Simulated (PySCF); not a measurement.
# C3H7NSSi: the cost of one run

Programs: PySCF 2.14.0, with density-fitted response routines of our own. Each step states its level of theory. These are calculated values for one molecule in the gas phase, unless marked as measured. Atoms count from 0, in the outputs and in this text.

### 1 The molecule as given

13 atoms, charge 0, multiplicity 1; geometry from: GFN2-xTB. The atoms were then displaced at random by about 0.01 Å, so the start is not that level's minimum.

Bonds of the start (Å): C0–C1 1.35, C1–C2 1.46, C2–N3 1.21, N3–Si4 1.74, Si4–S5 2.17, C0–H6 1.09, C0–H7 1.05, C1–H8 1.08, C2–H9 1.09, Si4–H10 1.44, Si4–H11 1.47, S5–H12 1.33.

### 2 Relaxing the molecule at PBE0-D3(BJ)/def2-SVP

Job settings and geometry (Å):

```
{"job": {"xc": "PBE0", "basis": "def2-SVP", "d3": "d3bj", "grid": 1, "shake": 0.01, "kind": "geom"}, "charge": 0, "multiplicity": 1}
C      2.740160     0.018890     0.177550
C      1.418690    -0.231950     0.045470
C      0.515580     0.566210    -0.784240
N     -0.663430     0.384520    -0.962170
Si    -1.900500    -0.706270    -0.422140
S     -3.240590     0.578560     0.700590
H      3.180350     0.877080    -0.338880
H      3.388910    -0.545510     0.782750
H      0.968470    -1.057660     0.581750
H      0.993220     1.412420    -1.280510
H     -2.558420    -1.136610    -1.629020
H     -1.641710    -1.790200     0.529490
H     -3.194900     1.613660    -0.133450
```

Command:

```sh
> OMP_NUM_THREADS=1 python probes_run.py task.json out
```

One launch serves the whole session: the jobs run in the order shown.

Q: Estimate the wall time and peak memory of this first job on 1 thread of Arm Neoverse V1, shared host.

About 79 s, with a peak of 0.53 GiB.
